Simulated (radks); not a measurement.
**Valence configurations of Gd⁺**

Aim: which of several valence configurations of Gd⁺ lies lowest at this level, and whether it is the one NIST lists ([Xe] 4f7 5d1 6s1).

Method: scalar-relativistic Kohn-Sham, PBE, spin-polarised, spherical densities, finite nucleus; open shells are filled with parallel spins first. Code: radks (a radial shooting solver on a logarithmic mesh, Libxc functionals) version 1.

### Step 1. What is computed

| Property | Result |
| --- | --- |
| element | gadolinium (Z = 64) |
| charge | +1 |
| electrons | 63 |
| configuration | [Xe] 4f7 5d1 6s1 |
| nuclear rms radius | 5.1569 fm |
| others tried | 4f7 5d2; 4f8 6s1; 4f7.5 5d1 6s0.5; 4f6 5d2 6s1; 4f5 5d3 6s1; 4f7.5 5d0.5 6s1; 4f8 5d1; 4f7 6s2; 4f7 6s1 6p1 |

The outer shells:

Gd⁺
```
[Xe] core
4f [↑ ][↑ ][↑ ][↑ ][↑ ][↑ ][↑ ]
5d [↑ ][  ][  ][  ][  ]
6s [↑ ]
```

### Step 2. [Xe] 4f7 5d1 6s1

Settings of this run:

```text
Z 64
configuration [Xe] 4f7 5d1 6s1
relativity scalar-relativistic
functional pbe,pbe
spin polarised
nucleus finite rms 5.1569 fm
c 137.035999084
```

### Step 3. [Xe] 4f7 5d2

Settings of this run:

```text
Z 64
configuration [Xe] 4f7 5d2
relativity scalar-relativistic
functional pbe,pbe
spin polarised
nucleus finite rms 5.1569 fm
c 137.035999084
```

### Step 4. [Xe] 4f8 6s1

Changes since step 3:

```diff
@@ -1,3 +1,3 @@
 Z 64
-configuration [Xe] 4f7 5d2
+configuration [Xe] 4f8 6s1
 relativity scalar-relativistic
```

### Step 5. [Xe] 4f7.5 5d1 6s0.5

Changes since step 4:

```diff
@@ -1,3 +1,3 @@
 Z 64
-configuration [Xe] 4f8 6s1
+configuration [Xe] 4f7.5 5d1 6s0.5
 relativity scalar-relativistic
```

### Step 6. [Xe] 4f6 5d2 6s1

Settings of this run:

```text
Z 64
configuration [Xe] 4f6 5d2 6s1
relativity scalar-relativistic
functional pbe,pbe
spin polarised
nucleus finite rms 5.1569 fm
c 137.035999084
```

### Step 7. [Xe] 4f5 5d3 6s1

Settings of this run:

```text
Z 64
configuration [Xe] 4f5 5d3 6s1
relativity scalar-relativistic
functional pbe,pbe
spin polarised
nucleus finite rms 5.1569 fm
c 137.035999084
```

### Step 8. [Xe] 4f7.5 5d0.5 6s1

Settings of this run:

```text
Z 64
configuration [Xe] 4f7.5 5d0.5 6s1
relativity scalar-relativistic
functional pbe,pbe
spin polarised
nucleus finite rms 5.1569 fm
c 137.035999084
```

### Step 9. [Xe] 4f8 5d1

Settings of this run:

```text
Z 64
configuration [Xe] 4f8 5d1
relativity scalar-relativistic
functional pbe,pbe
spin polarised
nucleus finite rms 5.1569 fm
c 137.035999084
```

### Step 10. [Xe] 4f7 6s2

Changes since step 9:

```diff
@@ -1,3 +1,3 @@
 Z 64
-configuration [Xe] 4f8 5d1
+configuration [Xe] 4f7 6s2
 relativity scalar-relativistic
```

### Step 11. [Xe] 4f7 6s1 6p1

Changes since step 10:

```diff
@@ -1,3 +1,3 @@
 Z 64
-configuration [Xe] 4f7 6s2
+configuration [Xe] 4f7 6s1 6p1
 relativity scalar-relativistic
```

Q: Predict the outcome of this session. Wanted: for each run, valence; E − E(NIST configuration); moment; highest level; its energy; 1s shift.

As calculated:

| valence | E − E(NIST configuration) (eV) | moment (μB) | highest level | its energy (eV) | 1s shift (eV) |
| --- | --- | --- | --- | --- | --- |
| 4f7.5 5d0.5 6s1 | -0.688 | 8 | 5d up | -8.257 | +3.18 |
| 4f8 6s1 | -0.532 | 7 | 4f down | -6.369 | +6.08 |
| 4f7.5 5d1 6s0.5 | -0.059 | 8 | 5d up | -7.609 | +4.16 |
| 4f7 5d1 6s1 | 0.000 | 9 | 5d up | -9.031 | +0.00 |
| 4f7 6s2 | 0.460 | 7 | 6s down | -10.016 | -2.44 |
| 4f7 5d2 | 0.956 | 9 | 5d up | -7.674 | +2.07 |
| 4f8 5d1 | 1.147 | 7 | 4f down | -4.588 | +7.76 |
| 4f7 6s1 6p1 | 3.425 | 9 | 6p up | -7.442 | -3.53 |
| 4f6 5d2 6s1 | 10.355 | 9 | 6s up | -10.385 | -7.58 |
| 4f5 5d3 6s1 | 26.258 | 9 | 6s up | -10.841 | -15.85 |

This level puts 4f7.5 5d0.5 6s1 lowest, 0.688 eV under the NIST configuration. The energies are those of spherical high-spin densities, not of single terms. The 1s eigenvalue shifts by up to 15.85 eV as the valence charge is rearranged.
